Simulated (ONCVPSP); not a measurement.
# Ni: the cost of one run

Method: ONCVPSP 4.0.1.1 (patched build), PBE, scalar-relativistic.

## 1. The atom and the settings

The settings as typed:

- element: nickel (Ni, Z = 28)
- type: optimised norm-conserving Vanderbilt (ONCV)
- frozen core: [Ar]
- valence charge: 10
- reference configuration: 3d8 4s2
- partial waves: 4s: rc 1.80 bohr, ncon 4, nbas 8, qcut 3.7 1/bohr, 1 projector; p scattering state at 0.24 Ha: rc 1.60 bohr, ncon 3, nbas 7, qcut 5.7 1/bohr, 1 projector; 3d: rc 1.15 bohr, ncon 4, nbas 9, qcut 15.6 1/bohr, 2 projectors, debl 3.7 Ha
- local potential: polynomial inside 1.15 bohr (lpopt 2, dvloc0 2 Ha)
- core correction: Teter function, fcfact 6, rcfact 1.65

An earlier all-electron run gives the scale for the radii.

All-electron outer shells of the reference configuration (PBE, scalar-relativistic, ld1.x):

```csv
shell,level (eV),outermost node (bohr),outermost maximum (bohr)
3p,-71.39,0.27,0.65
3d,-8.87,–,0.63
4s,-5.64,0.92,2.24
4p,-1.22,1.00,3.17
```

## 2. Generation

Contents of Ni.dat:

```
# ATOM AND REFERENCE CONFIGURATION
# atsym  z   nc   nv     iexc    psfile
  Ni 28.00    5    2        4      upf
#
#   n    l    f
    1    0    2.00
    2    0    2.00
    2    1    6.00
    3    0    2.00
    3    1    6.00
    3    2    8.00
    4    0    2.00
#
# PSEUDOPOTENTIAL AND OPTIMIZATION
# lmax
    2
#
#   l,   rc,      ep,       ncon, nbas, qcut
    0    1.80    0.00    4    8    3.70
    1    1.60    0.24    3    7    5.70
    2    1.15    0.00    4    9   15.60
#
# LOCAL POTENTIAL
# lloc, lpopt,  rc(5),   dvloc0
    4    2    1.15    2.00
#
# VANDERBILT-KLEINMAN-BYLANDER PROJECTORs
# l, nproj, debl
    0    1    1.80
    1    1    2.80
    2    2    3.70
#
# MODEL CORE CHARGE
# icmod, fcfact, rcfact
    3    6.00    1.65
#
# LOG DERIVATIVE ANALYSIS
# epsh1, epsh2, depsh
   -2.00    5.00    0.02
#
# OUTPUT GRID
# rlmax, drl
    6.00    0.01
#
# TEST CONFIGURATIONS
# ncnf
    4
# nvcnf
#   n    l    f
    2
    3    2    8.00
    4    0    1.00
#
    2
    3    2    8.00
    4    0    0.00
#
    2
    3    2    7.00
    4    0    0.00
#
    3
    3    2    7.00
    4    0    2.00
    4    1    1.00
#
```

Run with:

```console
oncvpsp.x < Ni.dat > Ni.out
```

**Question.** How long does this run take on 1 thread of AMD EPYC 9R45, shared host?

About 2.7 s.
